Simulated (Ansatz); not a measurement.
# BaWO4: the cost of one run

Computed with Ansatz 0.2.0 (DFT PBEsol, scalar-relativistic, plane waves, PAW, and further levels as typed in the inputs, unless a step's input says otherwise).

## Step 1: The structure to begin with

The structure is tetragonal, space group I4_1/a (No. 88). The conventional cell has a = 5.667 Å, b = 5.667 Å, c = 12.739 Å, α = 90.00°, β = 90.00°, γ = 90.00°. Ba (site symmetry -4) has 8 O at 2.76 to 2.80 Å as nearest neighbours. Around W (site symmetry -4) lie 4 O at 1.79 Å. Around O (site symmetry 1) lie 1 W at 1.79 Å.

Coordinates:

```xyz
12
Lattice="-2.8334 2.8334 6.3693 2.8334 -2.8334 6.3693 2.8334 2.8334 -6.3693" Properties=species:S:1:pos:R:3 pbc="T T T"
Ba    2.8334    0.0000    3.1846
Ba    0.0000    0.0000    6.3693
W     0.0000    2.8334    3.1846
W     0.0000    0.0000    0.0000
O     0.7111    1.3076   -1.0013
O     2.1222    1.5258    5.3680
O     3.5445    1.3076   -2.1834
O     1.3076    2.1222    2.1834
O     4.3592    0.7111    1.0013
O    -1.5258    2.1222    7.3705
O     1.5258    0.7111    8.5526
O    -0.7111    1.5258    4.1859
```

The structure rests on an entry of the Materials Project (structure only); cell or positions may have been set otherwise for this series.

## Step 2: Relaxing cell and atoms: BaWO4, no spin

The input, input.yaml:

```yaml
crystal:
  lattice:
    - [-2.833365905, 2.833365905, 6.36926687]
    - [2.833365905, -2.833365905, 6.36926687]
    - [2.833365905, 2.833365905, -6.36926687]
  atoms:
    - { symbol: Ba, position: [0.25, 0.75, 0.5] }
    - { symbol: Ba, position: [0.5, 0.5, 0.0] }
    - { symbol: W, position: [0.75, 0.25, 0.5] }
    - { symbol: W, position: [0.0, 0.0, 0.0] }
    - { symbol: O, position: [0.15214477, 0.04689186, 0.35623995] }
    - { symbol: O, position: [0.69065191, 0.79590482, 0.64376005] }
    - { symbol: O, position: [0.05934809, 0.45409518, 0.85623995] }
    - { symbol: O, position: [0.54590482, 0.40214477, 0.60525291] }
    - { symbol: O, position: [0.20409518, 0.84785523, 0.89474709] }
    - { symbol: O, position: [0.95310814, 0.30934809, 0.10525291] }
    - { symbol: O, position: [0.79689186, 0.94065191, 0.39474709] }
    - { symbol: O, position: [0.59785523, 0.20310814, 0.14376005] }
scf:
  occupations: { method: fixed }
output:
  forces: true
  stress: true
  eigenvalues: true
  write_density: true
  write_potential: true
  elf: true
  volumetric_format: npy
kpoints:
  mp_grid: { grid: [6, 6, 6] }
hamiltonian:
  xc: pbesol
relax:
  f_tol: 0.005
  max_steps: 60
  cell: { stress_tol: 0.03 }
```

On the command line:

```console
$ ansatz run input.yaml --threads 8 --pin off --max-ram 24576MiB --backend cpu --events-out ev --progress --plain --runs-dir out
```

Q: Estimate wall time and peak memory on 8 threads of Intel Xeon 6975P-C (Granite Rapids), shared host.

About 22 s, with a peak of 1.2 GiB.
